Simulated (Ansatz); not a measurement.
# CoGe2: the cost of one run

Program: Ansatz 0.2.0. Level of theory: DFT r2SCAN, scalar-relativistic, plane waves, PAW. These are calculated values, not measurements.

### 1 The structure to begin with

It takes space group Fd-3m (No. 227, cubic). Conventional cell: a = 6.982 Å, b = 6.982 Å, c = 6.982 Å, α = 90.00°, β = 90.00°, γ = 90.00°. Co (site symmetry -43m) is surrounded by 12 Ge at 2.89 Å and 4 Co at 3.02 Å. Ge (site symmetry -3m) is surrounded by 6 Ge at 2.47 Å.

Structure file:

```
CELL_PARAMETERS angstrom
0.00000 3.49122 3.49122
3.49122 0.00000 3.49122
3.49122 3.49122 0.00000
ATOMIC_POSITIONS crystal
Co 0.00000 0.00000 0.00000
Co 0.25000 0.25000 0.25000
Ge 0.62500 0.62500 0.62500
Ge 0.12500 0.62500 0.62500
Ge 0.62500 0.62500 0.12500
Ge 0.62500 0.12500 0.62500
```

(A quick probe on a coarse mesh, which set the mesh and smearing, is not shown.)

### 3 Coarse relaxation

The input, input.yaml:

```yaml
crystal:
  lattice:
    - [0.0, 3.4912188931, 3.4912188931]
    - [3.4912188931, 0.0, 3.4912188931]
    - [3.4912188931, 3.4912188931, 0.0]
  atoms:
    - { symbol: Co, position: [0.0, 0.0, 0.0], spin: 1.89 }
    - { symbol: Co, position: [0.25, 0.25, 0.25], spin: 1.89 }
    - { symbol: Ge, position: [0.625, 0.625, 0.625] }
    - { symbol: Ge, position: [0.125, 0.625, 0.625] }
    - { symbol: Ge, position: [0.625, 0.625, 0.125] }
    - { symbol: Ge, position: [0.625, 0.125, 0.625] }
basis:
  ecutwfc: 500
kpoints:
  mp_grid: { grid: [4, 4, 4] }
hamiltonian:
  xc: r2scan
scf:
  occupations: { method: gaussian, width: 0.1 }
  lower_state_search: "off"
output:
  forces: true
  stress: true
  eigenvalues: true
  populations: true
magnetization:
  spin_polarized: true
relax:
  adjacent_minimum: "off"
  f_tol: 0.04
  max_steps: 70
  cell: { stress_tol: 0.4 }
```

The run is started by

```bash
$ ansatz run input.yaml --threads 1 --pin off --max-ram 2560MiB --backend cpu --events-out ev --progress --plain --runs-dir out
```

Q: Estimate wall time and peak memory on 1 thread of Intel Xeon Platinum 8259CL at 2.50GHz (Skylake/Cascade Lake), shared host.

About 2.2 min, with a peak of 0.79 GiB.
